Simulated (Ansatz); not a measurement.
# Li: the cost of one run

All numbers are computed with Ansatz 0.2.0 through its Python package. Level of theory: DFT LDA, plane waves, PAW.

## Step 1: The system

Li Im-3m: Symmetry: Im-3m, No. 229, cubic system. The conventional cell has a = 3.510 Å, b = 3.510 Å, c = 3.510 Å, α = 90.00°, β = 90.00°, γ = 90.00°. Around Li (site symmetry m-3m) lie 8 Li at 3.04 Å.

LiMo Pm-3m: Symmetry: Pm-3m, No. 221, cubic system. Conventional cell: a = 3.330 Å, b = 3.330 Å, c = 3.330 Å, α = 90.00°, β = 90.00°, γ = 90.00°. Around Mo (site symmetry m-3m) lie 8 Li at 2.88 Å. Li (site symmetry m-3m) is surrounded by 8 Mo at 2.88 Å.

Mo Im-3m: Symmetry: Im-3m, No. 229, cubic system. The conventional cell has a = 3.150 Å, b = 3.150 Å, c = 3.150 Å, α = 90.00°, β = 90.00°, γ = 90.00°. Around Mo (site symmetry m-3m) lie 8 Mo at 2.73 Å.

The script holds or builds the structure itself.

## Step 2: The script

Contents of li.py:

```python
# -*- coding: utf-8 -*-
"""Ordered Li-Mo cells across composition, after relaxing atoms and volume at fixed cell shape."""

from collections import Counter

import ansatz as az
import numpy as np

FUNCTIONAL = "LDA"
TOLERANCE = 1e-09
CUTOFF = 520
K_SPACING = 0.16
OCCUPATIONS = "fermi_dirac"
SMEARING_WIDTH = 0.05


def bcc(A, a):
    return (
        az.Lattice.bcc(a)
        .space_group(229)
        .atom(A, (0, 0, 0))
        .primitive()
    )

A_FIRST, A_LAST = 3.51, 3.15


def compute(name, crystal):
    calc = (
        crystal.calculation()
        .functional(FUNCTIONAL)
        .scf(tolerance=TOLERANCE)
        .basis(CUTOFF)
        .kpoints(spacing=K_SPACING)
        .occupations(OCCUPATIONS, width=SMEARING_WIDTH)
        .band_table()
    )
    calc = calc.relax(force_tolerance=0.03, max_steps=40, fix_cell=["shape"])
    return calc.run(threads=1, pin="off")


def volume_per_atom(outcome):
    return abs(np.linalg.det(outcome.lattice.cell_ang)) / len(outcome.lattice.sites)


def counts(outcome):
    return Counter(site.symbol for site in outcome.lattice.sites)


def main():
    # ordered cells: the first k mixed sites take the second element
    phases = {}
    for k in range(2 + 1):
        a = A_FIRST + (A_LAST - A_FIRST) * k / 2
        cell = bcc("Li", a).conventional().resolved()
        sites = [site.position for site in cell.sites if site.symbol == "Li"]
        for position in sites[:k]:
            cell = cell.substitution("Mo", at=position, replaces="Li")
        phases[f"Li{2 - k}Mo{k}"] = cell.resolved()

    done = {}
    for name, crystal in phases.items():
        done[name] = compute(name, crystal)
        print(f"{name}: {done[name].report['energy_sigma0_ev']:.4f} eV, {len(done[name].lattice.sites)} atoms")

    # mixing quantities against the straight line between the end members, both on this lattice
    x = {name: counts(o)["Mo"] / (counts(o)["Li"] + counts(o)["Mo"]) for name, o in done.items()}
    first, last = min(x, key=x.get), max(x, key=x.get)
    energy = {name: o.report["energy_sigma0_ev"] / len(o.lattice.sites) for name, o in done.items()}
    volume = {name: volume_per_atom(o) for name, o in done.items()}
    rows = []
    for name in sorted(done, key=x.get):
        line = lambda table: (1 - x[name]) * table[first] + x[name] * table[last]
        rows.append((name, x[name], 1000 * (energy[name] - line(energy)), volume[name], 100 * (volume[name] / line(volume) - 1)))
    print("      cell       x(Mo)  E_mix (meV/atom)  V (A^3/atom)  excess V (%)")
    for row in rows:
        print(f"{str(row[0]):>10}  {row[1]:10.3f}  {row[2]:+16.1f}  {row[3]:12.3f}  {row[4]:+12.2f}")


if __name__ == "__main__":
    main()
```

## Step 3: What the engine is handed

The engine receives this input (first run):

```yaml
crystal:
  lattice:
    - [3.51, 0.0, 0.0]
    - [2.1492551325036047e-16, 3.51, 0.0]
    - [2.1492551325036047e-16, 2.1492551325036047e-16, 3.51]
  atoms:
    - { symbol: Li, position: [0.0, 0.0, 0.0] }
    - { symbol: Li, position: [0.5, 0.5, 0.5] }
basis:
  ecutwfc: 520.0
kpoints:
  mp_grid:
    kspacing: 0.16
hamiltonian:
  xc: lda
scf:
  convergence:
    dr2_threshold: 1.0e-09
  occupations:
    method: fermi_dirac
    width: 0.05
relax:
  f_tol: 0.03
  max_steps: 40
  cell:
    fix: [shape]
output:
  eigenvalues: true
```

## Step 4: Running it

Launch:

```
$ python li.py
```

**Question.** How long does this script take on 1 thread of Intel Xeon 6975P-C (Granite Rapids), shared host, and how much memory does it need?

About 22 s, with a peak of 0.45 GiB.
